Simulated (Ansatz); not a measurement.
# Mg: stress in a strained cell

Mg is deformed so: equal xy, yz and zx engineering shear strains of +1 %. What stress and forces result, by LAPW, PAW and all-electron datasets made for the crystal?

Computed with Ansatz 0.2.0 (DFT LDA, scalar-relativistic, unless a step's input says otherwise).

**1. Starting point**

Symmetry: P6_3/mmc, No. 194, hexagonal system. The conventional cell has a = 3.209 Å, b = 3.209 Å, c = 5.210 Å, α = 90.00°, β = 90.00°, γ = 120.00°. Mg (site symmetry -6m2) has 12 Mg at 3.20 to 3.21 Å as nearest neighbours.

Structure file:

```xyz
2
Lattice="3.2093 0.0000 0.0000 -1.6046 2.7793 0.0000 0.0000 0.0000 5.2103" Properties=species:S:1:pos:R:3 pbc="T T T"
Mg    0.0000    1.8529    1.3026
Mg    1.6046    0.9264    3.9077
```

Atoms are numbered in the order of the input: Mg1, Mg2.

**2. After the deformation**

Space group P6_3/mmc before, P-1 after.

**3. Full-potential LAPW**

Input file input.yaml:

```yaml
crystal:
  lattice:
    - [3.2092715325, 0.0160463577, 0.0160463577]
    - [-1.5907392128, 2.771287496, 0.0058733745]
    - [0.02605165, 0.02605165, 5.21033]
  atoms:
    - { symbol: Mg, position: [0.3333333333, 0.6666666667, 0.25] }
    - { symbol: Mg, position: [0.6666666667, 0.3333333333, 0.75] }
kpoints:
  mp_grid: { grid: [12, 12, 7] }
  band_path:
    path:
      - [0.0, 0.0, 0.0]
      - [0.0, -0.5, 0.0]
      - [0.0, 0.0, 0.5]
      - [0.0, 0.0, 0.0]
      - [-0.5, 0.0, 0.0]
      - [-0.5, 0.5, -0.5]
      - [0.0, 0.0, 0.0]
      - [-0.5, 0.0, -0.5]
      - [-0.5, 0.5, 0.0]
    npoints: 5
scf:
  occupations: { method: fermi_dirac, width: 0.05 }
hamiltonian:
  xc: lda
  pseudopotentials: { kind: all_electron, lapw: { basis_error: 0.001 } }
output:
  forces: true
  stress: true
  eigenvalues: true
```

On the command line:

```
$ ansatz run input.yaml --threads 1 --pin off --max-ram 3072MiB --backend cpu --events-out ev --progress --plain --runs-dir out
```

**4. Frozen-core PAW**

Input file input.yaml:

```yaml
crystal:
  lattice:
    - [3.2092715325, 0.0160463577, 0.0160463577]
    - [-1.5907392128, 2.771287496, 0.0058733745]
    - [0.02605165, 0.02605165, 5.21033]
  atoms:
    - { symbol: Mg, position: [0.3333333333, 0.6666666667, 0.25] }
    - { symbol: Mg, position: [0.6666666667, 0.3333333333, 0.75] }
kpoints:
  mp_grid: { grid: [12, 12, 7] }
scf:
  occupations: { method: fermi_dirac, width: 0.05 }
hamiltonian:
  xc: lda
  pseudopotentials: { kind: paw }
output:
  forces: true
  stress: true
  eigenvalues: true
  efg: { contact_densities: true }
  write_density: true
  write_potential: true
  elf: true
  volumetric_format: npy
```

**5. Datasets made for this crystal**

Edit input.yaml of step 4 so:

```diff
@@ -14,3 +14,3 @@
   xc: lda
-  pseudopotentials: { kind: paw }
+  pseudopotentials: { kind: all_electron, datasets: crystal }
 output:
@@ -20,5 +20 @@
   efg: { contact_densities: true }
-  write_density: true
-  write_potential: true
-  elf: true
-  volumetric_format: npy
```

(Steps that only read results are left out.)

Before running it: what results should come out? Wanted: pressure; largest shear or deviatoric stress.

The runs gave:

| quantity | value |
| --- | --- |
| pressure | LAPW -2.47, PAW -2.50, crystal datasets -2.48 GPa |
| largest shear or deviatoric stress (LAPW) | 0.53 GPa |

In words: The largest part of the stress beyond the pressure is 0.53 GPa in size, in the zz component; the atoms are carried along and not relaxed. No run of the undeformed cell stands beside it, so the pressure holds what the given cell had before the change. PAW: stress within 0.03 GPa of LAPW. Crystal datasets: stress within 0.01 GPa of LAPW.
